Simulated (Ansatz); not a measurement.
Working through a ladder of methods at one geometry of C3H7GaO, SMILES [CH3][Ga]([CH3])[CH]=O

With Ansatz 0.2.0, Python API.

Run as a notebook:

```python
from pathlib import Path

import ansatz as az
import numpy as np
```

```python
GEOMETRY = '''
C    -1.19840   -0.49530    1.11050
Ga   -0.13330    0.57380    0.09840
C     1.63610    0.35750   -0.10030
C    -0.55700   -0.04710   -1.57570
O    -1.13940    0.83380   -2.23690
H    -1.05940    0.48370    1.69090
H    -0.62130   -1.28540    1.51650
H    -2.28640   -0.69060    1.13890
H     2.47660    0.63460   -0.76270
H     1.53540    1.18800    0.65950
H     1.93710   -0.56810    0.48130
H    -0.51300   -1.03990   -1.98640
'''
```

```python
molecule = az.Crystal.molecule()
for line in GEOMETRY.strip().splitlines():
    symbol, *xyz = line.split()
    molecule = molecule.atom(symbol, [float(v) for v in xyz])

base = molecule.calculation().basis(gaussian='def2-SVP').scf(lower_state_search='off')
```

```python
print('functional    E (Ha)        dipole (D)   HOMO (eV)  LUMO (eV)')
for name in ['revpbe', 'b3lyp', 'lc_wpbe', 'cam_b3lyp', 'pbe0']:
    summary = base.functional(name).forces().orbitals().run(threads=1, runs_dir='runs').report
    lines = Path(summary['orbitals_path']).read_text().splitlines()
    field_of = lambda key: [line.split('=')[1].strip() for line in lines if line.startswith(key)]
    orbitals = [(27.211386 * float(e), s, float(n)) for e, s, n in zip(field_of('Ene='), field_of('Spin='), field_of('Occup='))]
    homo = max(e for e, _, n in orbitals if n > 0.5)
    lumo = min(e for e, _, n in orbitals if n < 0.5)
    dipole = 4.803205 * np.linalg.norm(summary['charge_distribution']['dipole_moment_e_ang'])
    print(f'{name:10s} {summary["free_energy_ev"] / 27.211386246:14.6f} {dipole:9.3f} {homo:11.3f} {lumo:10.3f}')
```

    functional    E (Ha)        dipole (D)   HOMO (eV)  LUMO (eV)
    revpbe       -2117.795255     3.452      -3.298     -3.287
    b3lyp        -2118.038368     4.161      -4.245     -2.989
    lc_wpbe      -2117.626184     4.347      -7.073     -0.443
    cam_b3lyp    -2118.005584     4.337      -5.783     -1.769
    pbe0         -2117.512245     4.347      -4.401     -2.697

Reading the output:
- The settings weren't tested for convergence.
- The geometry is a force-field or estimated start, not a minimum of this method, and the basis set is short of its limit. A lower total doesn't mark the better method: functionals have no common bound, and MP2 and coupled cluster aren't variational.
- b3lyp holds the VWN-RPA fit, as in Gaussian; the form of ORCA and Turbomole is b3lyp5.
- Levels such as HOMO and LUMO are orbital energies: with these approximate functionals they aren't the ionisation energy and electron affinity, and their gap isn't the fundamental gap.
- Hardware and time: 31 s on 1 thread of Arm Neoverse V1, on a shared host, peak memory 0.35 GiB.
